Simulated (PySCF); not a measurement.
**[NdOF]−: structure and properties**

What shape and bonds does [NdOF]− have? It is relaxed from a template within its point group. The species was built from a template and needn't be a known compound.

The runs use PySCF 2.14.0; PBE0, Nd lcecp-0-SVP with ECP50, O def2-SVP, F def2-SVP; scalar-relativistic core potentials, no spin–orbit coupling.

1 further run of the same task is left out (for a known fault of the program).

### 1 Where the work starts

3 atoms, charge -1, spin multiplicity 1.

Bond lengths: Nd1–O2 1.985 Å, Nd1–F3 2.290 Å. Angles: O2–Nd1–F3 131.8°.

Coordinates:

```xyz
3
FNdO
Nd    0.0000    0.0000    0.0000
O     1.8119    0.0000    0.8109
F    -2.0900    0.0000    0.9353
```

Formal oxidation states: Nd +2. Each metal's 4 4f electrons lie in its core potential, so multiplicities, spins and levels count the valence alone.

### 2 SCF at the start, singlet

Input file run.py (the lines that set the calculation):

```python
mol = gto.M(atom='''
Nd     0.00000     0.00000     0.00000
O      1.81190     0.00000     0.81090
F     -2.09000     0.00000     0.93530''',
    basis={'Nd': 'lcecp-0-SVP', 'O': 'def2-SVP', 'F': 'def2-SVP'},
    ecp={'Nd': 'lcecp-0-SVP'},
    charge=-1, spin=0)
mf = dft.RKS(mol, xc='PBE0')
mf.grids.atom_grid = (50, 194)  # f atoms: unpruned, at least (60, 302)
mf = mf.density_fit()  # fitting sets: Nd AutoAux, O def2-universal-JKFIT, F def2-universal-JKFIT
mf.conv_tol = 1e-08; mf.max_cycle = 55
mf.kernel(dm0)  # dm0: free metal ions and neutral atoms
```

Run with:

```bash
$ OMP_NUM_THREADS=2 python run.py
```

Standard output:

```text
init E= -217.461492372798
cycle= 1 E= -184.043812867465  delta_E= 33.4  |g|= 4.92  |ddm|= 23.9
cycle= 2 E= -176.400445667192  delta_E= 7.64  |g|= 6.84  |ddm|= 26.2
cycle= 3 E= -199.7536735196  delta_E= -23.4  |g|=  3.6  |ddm|= 10.2
cycle= 4 E= -201.519152881286  delta_E= -1.77  |g|= 2.23  |ddm|=    2
cycle= 5 E= -201.916616379335  delta_E= -0.397  |g|= 1.71  |ddm|= 1.31
cycle= 6 E= -202.417196972199  delta_E= -0.501  |g|= 0.918  |ddm|= 1.34
cycle= 7 E= -202.556783735721  delta_E= -0.14  |g|= 0.267  |ddm|= 0.817
cycle= 8 E= -202.573175480609  delta_E= -0.0164  |g|= 0.016  |ddm|= 0.271
cycle= 9 E= -202.573224500644  delta_E= -4.9e-05  |g|= 0.0112  |ddm|= 0.0322
cycle= 10 E= -202.573250618755  delta_E= -2.61e-05  |g|= 0.00242  |ddm|= 0.00851
cycle= 11 E= -202.573252300396  delta_E= -1.68e-06  |g|= 0.000528  |ddm|= 0.00388
cycle= 12 E= -202.573252479311  delta_E= -1.79e-07  |g|= 6.07e-05  |ddm|= 0.00226
cycle= 13 E= -202.573252496982  delta_E= -1.77e-08  |g|= 4.68e-05  |ddm|= 0.00103
cycle= 14 E= -202.573252498942  delta_E= -1.96e-09  |g|= 8.61e-06  |ddm|= 0.0003
Extra cycle  E= -202.573252499007  delta_E= -6.53e-11  |g|= 1.14e-05  |ddm|= 5.51e-05
converged SCF energy = -202.573252499007
```

Wall time 1.9 s (2 threads of Arm Neoverse V2, shared host); peak memory 0.31 GiB.

Result: E = -202.573252 Eh, frontier levels not given, since the 4f levels lie in the core, Mulliken charge on Nd1 +0.24 e. The highest filled level lies above zero; it isn't the detachment energy.

### 3 Relaxation, singlet

Steps are kept in the start's point group, Cs.

Input file run.py (the lines that set the calculation):

```python
mol = gto.M(atom='''
Nd     0.06063     0.00000    -0.17377
O      1.87253     0.00000     0.63713
F     -2.02937     0.00000     0.76153''',
    basis={'Nd': 'lcecp-0-SVP', 'O': 'def2-SVP', 'F': 'def2-SVP'},
    ecp={'Nd': 'lcecp-0-SVP'},
    charge=-1, spin=0)
mf = dft.RKS(mol, xc='PBE0')
mf.grids.atom_grid = (50, 194)  # f atoms: unpruned, at least (60, 302)
mf = mf.density_fit()  # fitting sets: Nd AutoAux, O def2-universal-JKFIT, F def2-universal-JKFIT
mf.conv_tol = 1e-08; mf.max_cycle = 55
mf.kernel(dm0)  # dm0: an SCF of this state at this start
# quasi-Newton relaxation in Cartesian coordinates to a largest gradient under 0.00045 Eh/bohr, steps kept in the point group
```

Run with:

```bash
$ OMP_NUM_THREADS=2 python run.py
```

No log is kept here; the results follow.

Run time: 8.7 s. Hardware: 2 threads of Arm Neoverse V2, shared host.

Along the way:

```csv
step,energy from step 1 (eV),largest force component (eV/Å)
1,0.0000,1.2042
2,-0.0703,0.4300
3,-0.0919,0.2465
4,-0.0970,0.2567
5,-0.1045,0.1090
6,-0.1049,0.0528
7,-0.1050,0.0213
```

Distances of close pairs at the start and the end, largest changes first:

```csv
bond,before (Å),after (Å),change (Å)
Nd1–O2,1.985,2.042,+0.057
Nd1–F3,2.290,2.276,-0.014
```

It ends in Cs at E = -202.577111 Eh.

```xyz
3

Nd    0.0396    0.0000   -0.3413
O     1.7750    0.0000    0.7344
F    -1.9108    0.0000    0.8318
```

### 4 The relaxed geometry turned into its symmetry frame

Input file run.py (the lines that set the calculation):

```python
mol = gto.M(atom='''
Nd     0.05255     0.00000    -0.22324
O      1.78797     0.00000     0.85247
F     -1.89780     0.00000     0.94980''',
    basis={'Nd': 'lcecp-0-SVP', 'O': 'def2-SVP', 'F': 'def2-SVP'},
    ecp={'Nd': 'lcecp-0-SVP'},
    charge=-1, spin=0)
mf = dft.RKS(mol, xc='PBE0')
mf.grids.atom_grid = (50, 194)  # f atoms: unpruned, at least (60, 302)
mf = mf.density_fit()  # fitting sets: Nd AutoAux, O def2-universal-JKFIT, F def2-universal-JKFIT
mf.conv_tol = 1e-08; mf.max_cycle = 55
mf.kernel(dm0)  # dm0: free metal ions and neutral atoms
```

Run with:

```bash
$ OMP_NUM_THREADS=2 python run.py
```

Standard output:

```text
init E= -217.406865011648
cycle= 1 E= -183.002619326914  delta_E= 34.4  |g|= 4.98  |ddm|=   24
cycle= 2 E= -175.290281839259  delta_E= 7.71  |g|= 6.86  |ddm|= 26.3
cycle= 3 E= -199.659883472412  delta_E= -24.4  |g|= 3.62  |ddm|= 10.3
cycle= 4 E= -201.471215226019  delta_E= -1.81  |g|= 2.24  |ddm|= 1.95
cycle= 5 E= -201.921365184824  delta_E= -0.45  |g|= 1.68  |ddm|= 1.29
cycle= 6 E= -202.43233214628  delta_E= -0.511  |g|= 0.877  |ddm|= 1.44
cycle= 7 E= -202.555649694718  delta_E= -0.123  |g|= 0.303  |ddm|= 0.838
cycle= 8 E= -202.577008278362  delta_E= -0.0214  |g|= 0.0173  |ddm|= 0.299
cycle= 9 E= -202.577080214554  delta_E= -7.19e-05  |g|= 0.011  |ddm|= 0.036
cycle= 10 E= -202.577107567134  delta_E= -2.74e-05  |g|= 0.00255  |ddm|= 0.0128
cycle= 11 E= -202.577110391731  delta_E= -2.82e-06  |g|= 0.000368  |ddm|= 0.00797
cycle= 12 E= -202.577110696731  delta_E= -3.05e-07  |g|= 0.000109  |ddm|= 0.00406
cycle= 13 E= -202.57711073423  delta_E= -3.75e-08  |g|= 3.39e-05  |ddm|= 0.00167
cycle= 14 E= -202.577110736195  delta_E= -1.97e-09  |g|= 8.28e-06  |ddm|= 0.0004
Extra cycle  E= -202.577110736134  delta_E= 6.11e-11  |g|= 2.22e-05  |ddm|= 4.14e-05
converged SCF energy = -202.577110736134
```

Run time: 0.6 s. Hardware: 2 threads of Arm Neoverse V2, shared host.

It gives: E = -202.577111 Eh, frontier levels not given, since the 4f levels lie in the core, Mulliken charge on Nd1 +0.25 e. The highest filled level lies above zero; it isn't the detachment energy.

### 5 Frequencies and infrared intensities

run.py (the lines that set the calculation): that of step 4 with these lines changed.

```diff
@@ -10,3 +10,4 @@
 mf = mf.density_fit()  # fitting sets: Nd AutoAux, O def2-universal-JKFIT, F def2-universal-JKFIT
-mf.conv_tol = 1e-08; mf.max_cycle = 55
-mf.kernel(dm0)  # dm0: free metal ions and neutral atoms
+mf.conv_tol = 1e-10; mf.max_cycle = 55
+mf.kernel(dm0)  # dm0: the density of the relaxed state
+# Hessian and dipole derivatives by central differences of gradients, 0.02 bohr
```

Run with:

```bash
$ OMP_NUM_THREADS=2 python run.py
```

No log is kept here; the results follow.

Wall time 16 s (2 threads of Arm Neoverse V2, shared host).

Point group Cs; negative numbers are unstable modes, and those under 60 cm⁻¹ are near the numerical noise:

```csv
cm⁻¹,km/mol,symmetry
122,26.7,a'
391,109.2,a'
596,140.4,a'
```

### 6 Charges, bond orders and levels

Input file run.py (the lines that set the calculation):

```python
mol = gto.M(atom='''
Nd     0.03957     0.00000    -0.34128
O      1.77500     0.00000     0.73443
F     -1.91078     0.00000     0.83176''',
    basis={'Nd': 'lcecp-0-SVP', 'O': 'def2-SVP', 'F': 'def2-SVP'},
    ecp={'Nd': 'lcecp-0-SVP'},
    charge=-1, spin=0)
mf = dft.RKS(mol, xc='PBE0')
mf.grids.atom_grid = (75, 302)  # f atoms: unpruned, at least (60, 302)
mf = mf.density_fit()  # fitting sets: Nd AutoAux, O def2-universal-JKFIT, F def2-universal-JKFIT
mf.conv_tol = 1e-09; mf.max_cycle = 55
mf.kernel(dm0)  # dm0: the density of the relaxed state
```

Run with:

```bash
$ OMP_NUM_THREADS=2 python run.py
```

Standard output:

```text
init E= -202.577109744684
cycle= 1 E= -202.577109733259  delta_E= 1.14e-08  |g|= 0.000236  |ddm|= 0.000266
cycle= 2 E= -202.577109599455  delta_E= 1.34e-07  |g|= 0.000804  |ddm|= 0.000901
cycle= 3 E= -202.577109745779  delta_E= -1.46e-07  |g|= 2.86e-05  |ddm|= 0.000696
cycle= 4 E= -202.577109745921  delta_E= -1.42e-10  |g|= 1.35e-06  |ddm|= 2.1e-05
Extra cycle  E= -202.577109745919  delta_E= 2.73e-12  |g|= 3.87e-06  |ddm|= 6.2e-06
converged SCF energy = -202.577109745919
```

It took 3.4 s on 2 threads of Arm Neoverse V2, shared host.

Read off: E = -202.577110 Eh, frontier levels not given, since the 4f levels lie in the core, Mulliken charge on Nd1 +0.25 e, largest force component 0.024 eV/Å. The highest filled level lies above zero; it isn't the detachment energy.

Löwdin charges:

```csv
atom,value (e)
Nd1,0.15
O2,-0.64
F3,-0.51
```

Mulliken charges: Nd1 +0.25, O2 -0.66, F3 -0.59 e.

Contacts (the nearest donor of each ligand) and Mayer bond orders:

```csv
contact,distance (Å),bond order
Nd1–O2 (O),2.042,2.09
Nd1–F3 (F),2.276,0.74
```

Mulliken populations of Nd1 outside the core potential: s 2.11, p 6.24, d 1.34, f 0.05.

### 7 Results

| quantity | value |
| --- | --- |
| state and point group | singlet in the valence, Cs |
| modes | 122 to 596 cm⁻¹, none unstable |
| strongest infrared band (modes within 1.5 cm⁻¹ summed) | 596 cm⁻¹ (140 km/mol) |
| zero-point energy | 0.069 eV |
| ideal gas, 298 K, 1 bar | S = 309.9, Cp = 51.9 J/(mol K) |
| metal–ligand contacts | 2.04 to 2.28 Å |
| frontier levels | frontier levels not given, since the 4f levels lie in the core |
| dipole about the centre of mass | 8.11 D |
| mean polarisability | 8.5 Å³ |

All modes are real, so the structure is a minimum. The metal carries +0.15 e by Löwdin's partition against a formal +2, and bond orders to the nearest donors reach 2.09. Both measures hang on the basis. One start shape was tried, so another isomer may lie lower. These are double-zeta-type bases without diffuse functions. Spin–orbit coupling is left out.
